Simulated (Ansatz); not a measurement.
# Two structures of LaMg: comparison of enthalpies under pressure

The task here is to estimate one member of a computed series from the others.

Program: the Python package of Ansatz 0.2.0. Level of theory: DFT r2SCAN, plane waves, PAW. These are calculated values, not measurements.

## The structure

LaMg Pm-3m: Symmetry: Pm-3m, No. 221, cubic system. The conventional cell has a = 3.960 Å, b = 3.960 Å, c = 3.960 Å, α = 90.00°, β = 90.00°, γ = 90.00°. La (site symmetry m-3m) has 8 Mg at 3.43 Å as nearest neighbours. Around Mg (site symmetry m-3m) lie 8 La at 3.43 Å.

LaMg Fm-3m: The structure is cubic, space group Fm-3m (No. 225). The conventional cell has a = 6.450 Å, b = 6.450 Å, c = 6.450 Å, α = 90.00°, β = 90.00°, γ = 90.00°. La (site symmetry m-3m) is surrounded by 6 Mg at 3.23 Å. Around Mg (site symmetry m-3m) lie 6 La at 3.23 Å.

No structure file is read: the coordinates are typed or built in the script.

The first run:

Contents of transition_lamg.py:

```python
"""Pressure at which two phases of LaMg cross."""

import warnings

import ansatz as az
import numpy as np


def cscl(first, second, a):
    return (
        az.Lattice.cubic(a)
        .space_group(221)
        .atom(first, [0, 0, 0])
        .atom(second, [0.5, 0.5, 0.5])
    )


def rocksalt(first, second, a):
    return az.Crystal.rocksalt(first, second, a=a)


def ground_state(name, crystal, pressure=0.0):
    calc = (
        crystal.calculation()
        .functional(az.Functional.R2SCAN)
        .basis(19 * az.Ha)
        .kpoints(spacing=0.3)  # the mesh must be finer for metals
        .occupations("fermi_dirac", width=0.05)  # smearing steadies the SCF of a metal
    )
    calc = calc.relax(force_tolerance=0.03, max_steps=60, cell=True, pressure=pressure)
    return calc.run(threads=1, backend="cpu")


def volume_per_atom(outcome):
    return abs(np.linalg.det(outcome.lattice.cell_ang)) / len(outcome.lattice.sites)

warnings.simplefilter("ignore", az.DeckWarning)

phases = {}
phases["CsCl"] = cscl("La", "Mg", 3.96)
phases["rocksalt"] = rocksalt("La", "Mg", 6.45)

# H = E + PV, with 1 eV per cubic angstrom equal to 160.2 GPa
pressures = [0, 10, 20, 30]
enthalpy, volume = {name: [] for name in phases}, {name: [] for name in phases}
for p in pressures:
    for name, crystal in phases.items():
        o = ground_state(name, crystal, pressure=p)
        volume[name].append(volume_per_atom(o))
        enthalpy[name].append(o.report["energy_sigma0_ev"] / len(o.lattice.sites) + p * volume[name][-1] / 160.21766)
gap = np.array(enthalpy["rocksalt"]) - np.array(enthalpy["CsCl"])
rows = [(p, va, vb, 1000 * d) for p, va, vb, d in zip(pressures, volume["CsCl"], volume["rocksalt"], gap)]
print("| P (GPa) | V CsCl (A^3/atom) | V rocksalt (A^3/atom) | H(rocksalt) - H(CsCl) (meV/atom) |")
print("| --- | --- | --- | --- |")
for row in rows:
    print(f"| {row[0]:d} | {row[1]:.3f} | {row[2]:.3f} | {row[3]:+.1f} |")
crossings = [p0 - g0 * (p1 - p0) / (g1 - g0) for p0, p1, g0, g1 in zip(pressures, pressures[1:], gap, gap[1:]) if g0 * g1 < 0]
print("crossing near", [round(float(p), 1) for p in crossings], "GPa") if crossings else print("no crossing in this range")
```

Started as:

```bash
python transition_lamg.py
```

Steps of the session up to this table: Running it.

One table of the session follows, with a row left open; its other results are not shown here.

It belongs to the step «What each run gave». Enthalpy H = E + pV of the second structure less the first:

| pressure (GPa) | ΔH (meV/atom) |
| --- | --- |
| 0 | 495.6 |
| 10 | 758.4 |
| 20 | ? |
| 30 | 1065.4 |

**Question.** Estimate the row for pressure (GPa) = 20.

Worked estimate for «ΔH (meV/atom)». A straight line through the neighbours (10, 758.4) and (30, 1065.4) gives 758.4 + (1065.4 − 758.4) × (20 − 10) / (30 − 10) = 911.9; a parabola fitted to 3 rows on both sides gives 948.3.

The run gave: ΔH (meV/atom): 932.1. In «ΔH (meV/atom)» the line misses by -20.2 and the parabola by +16.2.

Caveats from the session: Notes:
- At a fixed pressure a relaxation lowers the enthalpy F + PV, while F alone can rise.
- For the metals among these cells the mesh is coarse, so their volumes and pressures are rough.
- Only these two structures are compared, at zero temperature and with their symmetry kept; either may be hypothetical, and another phase may be lower than both.
